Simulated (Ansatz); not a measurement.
# C₂H₇BSi: small, medium and large basis sets

An exercise on one series of results from a longer session: the logs are not shown, and one member is left open.

The runs use Ansatz 0.2.0, Gaussian basis; one geometry, several basis sets.

Levels to be run: PBE0-D4/def2-SVP; ωB97M-V/def2-SVP; PBE0-D4/def2-QZVPP; ωB97M-V/def2-QZVPP; the functionals' def2-TZVPP values are taken from earlier runs.

## The geometry

An earlier PBE0-D4 in a triple-zeta def2 set relaxation fixed the geometry.

SMILES `B/C=C/[SiH3]`, 11 atoms, charge 0, spin multiplicity 1.

Atoms are counted from 1 here; the program's logs count them from 0.

Bond lengths: B1–C2 1.539 Å, B1–H5 1.197 Å, B1–H6 1.198 Å, C2–C3 1.347 Å, C2–H7 1.091 Å, C3–Si4 1.869 Å, C3–H8 1.091 Å, Si4–H9 1.488 Å, Si4–H10 1.485 Å, Si4–H11 1.488 Å. Angles: C2–B1–H5 121.9°, C2–B1–H6 118.7°, H5–B1–H6 119.5°, B1–C2–C3 121.3°, B1–C2–H7 120.9°, C3–C2–H7 117.8°, C2–C3–Si4 124.8°, C2–C3–H8 117.0°, Si4–C3–H8 118.2°, C3–Si4–H9 109.9°, C3–Si4–H10 109.3°, C3–Si4–H11 109.9°, H9–Si4–H10 109.8°, H9–Si4–H11 108.0°, H10–Si4–H11 109.8°.

As a file:

```xyz
11

B    -0.1749    2.2745   -0.3063
C     0.1492    0.8928    0.2883
C    -0.1789   -0.2414   -0.3592
Si    0.1633   -1.9671    0.2714
H     0.1067    3.2889    0.2625
H    -0.7256    2.3281   -1.3691
H     0.6521    0.8012    1.2516
H    -0.6817   -0.1340   -1.3218
H     1.0155   -2.7026   -0.7011
H     0.8538   -1.8829    1.5834
H    -1.1141   -2.7146    0.4208
```

The first run:

The input, in.yaml:

```yaml
crystal:
  periodic: [false, false, false]
  atoms:
    - {symbol: B, position_ang: [-0.174897, 2.274544, -0.306292]}
    - {symbol: C, position_ang: [0.149185, 0.892765, 0.288295]}
    - {symbol: C, position_ang: [-0.178906, -0.241395, -0.359244]}
    - {symbol: Si, position_ang: [0.163306, -1.967090, 0.271399]}
    - {symbol: H, position_ang: [0.106676, 3.288928, 0.262535]}
    - {symbol: H, position_ang: [-0.725610, 2.328066, -1.369121]}
    - {symbol: H, position_ang: [0.652102, 0.801235, 1.251582]}
    - {symbol: H, position_ang: [-0.681725, -0.133986, -1.321832]}
    - {symbol: H, position_ang: [1.015478, -2.702631, -0.701075]}
    - {symbol: H, position_ang: [0.853830, -1.882903, 1.583443]}
    - {symbol: H, position_ang: [-1.114138, -2.714633, 0.420810]}
basis:
  gaussian: {orbitals: def2-SVP}
hamiltonian: {xc: pbe0, dispersion: d4}
output: {orbitals: {seedname: orbitals}}
```

Run with:

```console
$ ansatz run in.yaml --threads 2 --pin off --events-out ev --progress --plain --max-ram 4352MiB
```

Among the steps run: PBE0-D4 in def2-SVP; ωB97M-V in def2-SVP; PBE0-D4 in def2-QZVPP; ωB97M-V in def2-QZVPP.

One table of the session follows, with a row left open; its other results are not shown here.

It belongs to the step «Density functionals: the series». 

```
functional       basis  HOMO (eV)  LUMO (eV)
   PBE0-D4    def2-SVP      -8.45      -2.34
   PBE0-D4  def2-TZVPP          ?          ?
   PBE0-D4  def2-QZVPP      -8.47      -2.41
   ωB97M-V    def2-SVP     -10.59      -0.25
   ωB97M-V  def2-TZVPP     -10.64      -0.39
   ωB97M-V  def2-QZVPP     -10.64      -0.42
```

Estimate the missing values for PBE0-D4, def2-TZVPP.

As computed: HOMO (eV): -8.47; LUMO (eV): -2.40.
